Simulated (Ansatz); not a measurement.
# H₅O₂SSbSi: a ladder of functionals and wavefunction methods

One table from this session's results is given with a row withheld; the runs are named, their logs left out.

Method: functionals in def2-TZVPP, the program's frozen cores in correlated methods; program: Ansatz 0.2.0, Gaussian basis.

The runs, in order: LDA (SPW92), PBE-D4, revPBE-D4, BLYP-D4, r2SCAN-D4, B97M-V, PBE0-D4, B3LYP-D4, r2SCANh-D4, r2SCAN0-D4, HSE06-D4, BHLYP-D4, CAM-B3LYP-D4, LC-ωPBE, ωB97X-V, ωB97M-V, B2PLYP, PBE-QIDH; CCSD(T)/def2-SVP; CCSD(T)/def2-TZVPP; MP2/def2-QZVPP; extrapolation to the limit; RPA on PBE.

## The geometry

An earlier PBE0-D4 in a triple-zeta def2 set relaxation fixed the geometry. Sb takes the def2 core potential; no spin-orbit term is included.

SMILES `[OH][Sb]([OH])[SiH2]S`, 10 atoms, charge 0, spin multiplicity 1.

Atoms are counted from 1 here; the program's logs count them from 0.

Bond lengths: O1–Sb2 1.974 Å, O1–H6 0.961 Å, Sb2–O3 1.957 Å, Sb2–Si4 2.617 Å, O3–H7 0.969 Å, Si4–S5 2.154 Å, Si4–H8 1.484 Å, Si4–H9 1.488 Å, S5–H10 1.344 Å. Angles: Sb2–O1–H6 111.7°, O1–Sb2–O3 98.7°, O1–Sb2–Si4 86.7°, O3–Sb2–Si4 92.7°, Sb2–O3–H7 110.4°, Sb2–Si4–S5 107.1°, Sb2–Si4–H8 110.8°, Sb2–Si4–H9 113.4°, S5–Si4–H8 106.1°, S5–Si4–H9 109.2°, H8–Si4–H9 109.9°, Si4–S5–H10 94.1°.

As a file:

```xyz
10

O     0.64732   -0.80294    2.04966
Sb    1.43397    0.52448    0.81826
O     0.03073    1.88528    0.91397
Si    0.22132   -0.76919   -1.10604
S    -1.80604   -0.04448   -1.17883
H     0.87960   -0.62117    2.96433
H    -0.82112    1.51042    0.64580
H     0.12901   -2.21637   -0.79259
H     0.85625   -0.57891   -2.43845
H    -1.48794    1.06167   -1.87319
```

The first run:

in.yaml reads:

```yaml
crystal:
  periodic: [false, false, false]
  atoms:
    - {symbol: O, position_ang: [0.647317, -0.802944, 2.049655]}
    - {symbol: Sb, position_ang: [1.433975, 0.524480, 0.818262]}
    - {symbol: O, position_ang: [0.030731, 1.885283, 0.913967]}
    - {symbol: Si, position_ang: [0.221317, -0.769189, -1.106043]}
    - {symbol: S, position_ang: [-1.806039, -0.044477, -1.178831]}
    - {symbol: H, position_ang: [0.879600, -0.621166, 2.964325]}
    - {symbol: H, position_ang: [-0.821120, 1.510422, 0.645805]}
    - {symbol: H, position_ang: [0.129012, -2.216367, -0.792592]}
    - {symbol: H, position_ang: [0.856248, -0.578911, -2.438452]}
    - {symbol: H, position_ang: [-1.487943, 1.061668, -1.873195]}
basis:
  gaussian: {orbitals: def2-TZVPP}
hamiltonian: {xc: lda}
output: {orbitals: {seedname: orbitals}}
```

Among the steps run: LDA; PBE-D4 (GGA); revPBE-D4 (GGA); BLYP-D4 (GGA); r2SCAN-D4 (meta-GGA); B97M-V (meta-GGA); PBE0-D4 (hybrid); B3LYP-D4 (hybrid); r2SCANh-D4 (hybrid); r2SCAN0-D4 (hybrid); HSE06-D4 (hybrid); BHLYP-D4 (hybrid); CAM-B3LYP-D4 (range-separated); LC-ωPBE (range-separated); ωB97X-V (range-separated); ωB97M-V (range-separated); B2PLYP (double hybrid); PBE-QIDH (double hybrid).

One of the session's tables, all rows but one given; the rest of the session is left out.

It belongs to the step «Frontier levels by functional». 

| functional | HOMO (eV) | gap (eV) |
| --- | --- | --- |
| LDA (SPW92) | -5.96 | 3.79 |
| PBE-D4 | -5.81 | 3.87 |
| revPBE-D4 | -5.76 | 3.92 |
| BLYP-D4 | -5.67 | 3.86 |
| r2SCAN-D4 | -6.05 | 4.31 |
| B97M-V | -6.08 | 4.26 |
| PBE0-D4 | ? | ? |
| B3LYP-D4 | -6.66 | 5.27 |
| r2SCANh-D4 | -6.43 | 4.95 |
| r2SCAN0-D4 | -7.00 | 5.91 |
| HSE06-D4 | -6.46 | 4.90 |
| BHLYP-D4 | -7.76 | 7.36 |
| CAM-B3LYP-D4 | -8.04 | 7.81 |
| LC-ωPBE | -9.26 | 10.11 |
| ωB97X-V | -8.97 | 9.70 |
| ωB97M-V | -8.80 | 9.31 |

**Question.** Estimate the row for PBE0-D4.

As computed: HOMO (eV): -6.85; gap (eV): 5.65. In the column «HOMO (eV)» it lies between r2SCAN0-D4 (-7.00) and B3LYP-D4 (-6.66).
